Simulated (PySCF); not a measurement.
# C6H7Cl: the cost of one run

Computed with PySCF 2.14.0 and routines of our own; the level stands in each step. Atoms count from 0.

### Step 1. The starting structure

14 atoms, charge 0, multiplicity 1; geometry from: GFN2-xTB.

### Step 2. Geometry optimisation at PBE0-D3(BJ)/def2-SVP

What the job is given:

```
{"job": {"xc": "PBE0", "basis": "def2-SVP", "d3": "d3bj", "grid": 2, "kind": "geom"}, "charge": 0, "multiplicity": 1}
C     -2.838534     0.456074    -1.121441
C     -1.849798     0.534267    -0.232442
C     -0.541603    -0.023101    -0.444978
C      0.458350     0.055233     0.450597
C      1.761945    -0.503198     0.232585
C      2.744928    -0.416691     1.130782
Cl     4.303894    -1.082799     0.871603
H     -2.706969    -0.041160    -2.068483
H     -3.808370     0.883338    -0.935192
H     -2.008596     1.040031     0.711483
H     -0.378531    -0.530585    -1.387115
H      0.296926     0.562037     1.393066
H      1.931190    -1.011225    -0.706595
H      2.634488     0.077307     2.083962
```

Launch:

```
$ OMP_NUM_THREADS=1 python excited_run.py task.json out
```

One launch serves the whole session: the jobs run in the order shown.

Q: Estimate the wall time and peak memory of this first job on 1 thread of Arm Neoverse V2, shared host.

About 31 s, with a peak of 0.68 GiB.
